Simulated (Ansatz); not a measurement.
# CH7AlN2S: the cost of one run

Method: RKS PBE/STO-3G, in Ansatz 0.2.0.

## 1. The structure to begin with

Bond lengths: C1–N2 1.427 Å, N2–Al3 1.919 Å, Al3–N4 1.936 Å, Al3–S5 2.263 Å, C1–H6 1.191 Å, C1–H7 1.093 Å, C1–H8 1.086 Å, N2–H9 1.088 Å, N4–H10 1.056 Å, N4–H11 1.084 Å, S5–H12 1.381 Å. Angles (14 of 16 angles, heavy atoms first): C1–N2–Al3 110.3°, N2–Al3–N4 121.4°, N2–Al3–S5 120.4°, N4–Al3–S5 118.1°, C1–N2–H9 110.5°, Al3–N2–H9 107.0°, N2–C1–H6 108.5°, N2–C1–H7 110.4°, N2–C1–H8 112.0°, Al3–N4–H10 102.1°, Al3–N4–H11 102.2°, Al3–S5–H12 92.1°, H6–C1–H7 105.5°, H6–C1–H8 107.8°.

As a file:

```xyz
12

C    -1.2133   -1.0748    0.7063
N    -0.0360   -0.5023    1.2746
Al    0.9095    0.5222   -0.0448
N     1.6503   -0.3118   -1.6273
S     1.3083    2.7248    0.2846
H    -1.9167   -0.1920    0.3276
H    -1.7892   -1.5988    1.4727
H    -0.9876   -1.7078   -0.1468
H    -0.2960    0.1806    2.0805
H     1.0850    0.1360   -2.3990
H     1.2409   -1.3140   -1.5702
H     0.1218    3.0828   -0.3242
```

## 2. End point A

Contents of input.yaml:

```yaml
crystal:
  periodic: [false, false, false]
  atoms:
    - { symbol: C, position_ang: [-1.2133, -1.0748, 0.7063] }
    - { symbol: "N", position_ang: [-0.036, -0.5023, 1.2746] }
    - { symbol: Al, position_ang: [0.9095, 0.5222, -0.0448] }
    - { symbol: "N", position_ang: [1.6503, -0.3118, -1.6273] }
    - { symbol: S, position_ang: [1.3083, 2.7248, 0.2846] }
    - { symbol: H, position_ang: [-1.9167, -0.192, 0.3276] }
    - { symbol: H, position_ang: [-1.7892, -1.5988, 1.4727] }
    - { symbol: H, position_ang: [-0.9876, -1.7078, -0.1468] }
    - { symbol: H, position_ang: [-0.296, 0.1806, 2.0805] }
    - { symbol: H, position_ang: [1.085, 0.136, -2.399] }
    - { symbol: H, position_ang: [1.2409, -1.314, -1.5702] }
    - { symbol: H, position_ang: [0.1218, 3.0828, -0.3242] }
basis:
  gaussian: { orbitals: STO-3G }
hamiltonian:
  xc: pbe
relax:
  f_tol: 0.015
  max_steps: 40
output:
  orbitals: {}
```

Started as:

```
$ ansatz run input.yaml --threads 1 --pin off --max-ram 2048MiB --backend cpu --events-out ev --progress --plain --runs-dir out
```

What time and memory should one allow on 1 thread of Arm Neoverse N1, shared host?

About 91 s, with a peak of 0.16 GiB.
